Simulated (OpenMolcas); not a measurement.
# triplet BBrCl2 at ROMP2/def2-TZVPP

We compute a single-point energy of triplet BBrCl2. 

Program for the calculation: OpenMolcas 26.06.

## 1. The system as given

BBrCl2: 4 atoms, total charge 0, spin state triplet. As SMILES of the parent species, `ClB(Cl)Br`. The shape is that of a PBE0-D4/def2-TZVP optimisation. That shape belongs to the parent species and isn't relaxed for this state.

Bond lengths: Cl1–B2 1.735 Å, B2–Cl3 1.735 Å, B2–Br4 1.901 Å. Angles: Cl1–B2–Cl3 120.1°, Cl1–B2–Br4 119.9°, Cl3–B2–Br4 119.9°.

## 2. The energy at ROMP2/def2-TZVPP

The input, job.input:

```
>>> EXPORT MOLCAS_PRINT=2

&GATEWAY
 BasLib=$CurrDir
 Coord
 4
 angstrom
 Cl       0.582100       0.666000       1.510800
 B        0.037200      -0.038100       0.022100
 Cl       0.444300      -1.679200      -0.365600
 Br      -1.008100       0.991100      -1.187600
 Basis=def2-TZVPP
 Group=NoSym

&SEWARD

&SCF
 UHF
 Spin=3
 PrOrbitals=0

&RASSCF
 FileOrb=$Project.UnaOrb
 Spin=3
 Nactel=2 0 0
 Inactive=36
 Ras2=2
 OutOrbitals=Canonical
 OrbListing=Nothing

&CASPT2
 IPEA=0.0
 Frozen=20
```

The basis set def2-TZVPP is read from a file made from the Basis Set Exchange's data (not shown).

Command:

```console
$ export MOLCAS_MEM=1860
$ pymolcas job.input > job.log
```

Q: Predict the results. Wanted: total energy.

Computed results:

At ROMP2/def2-TZVPP, 20 core orbitals frozen:

| quantity | value |
| --- | --- |
| total energy | -3516.79306 Eh |
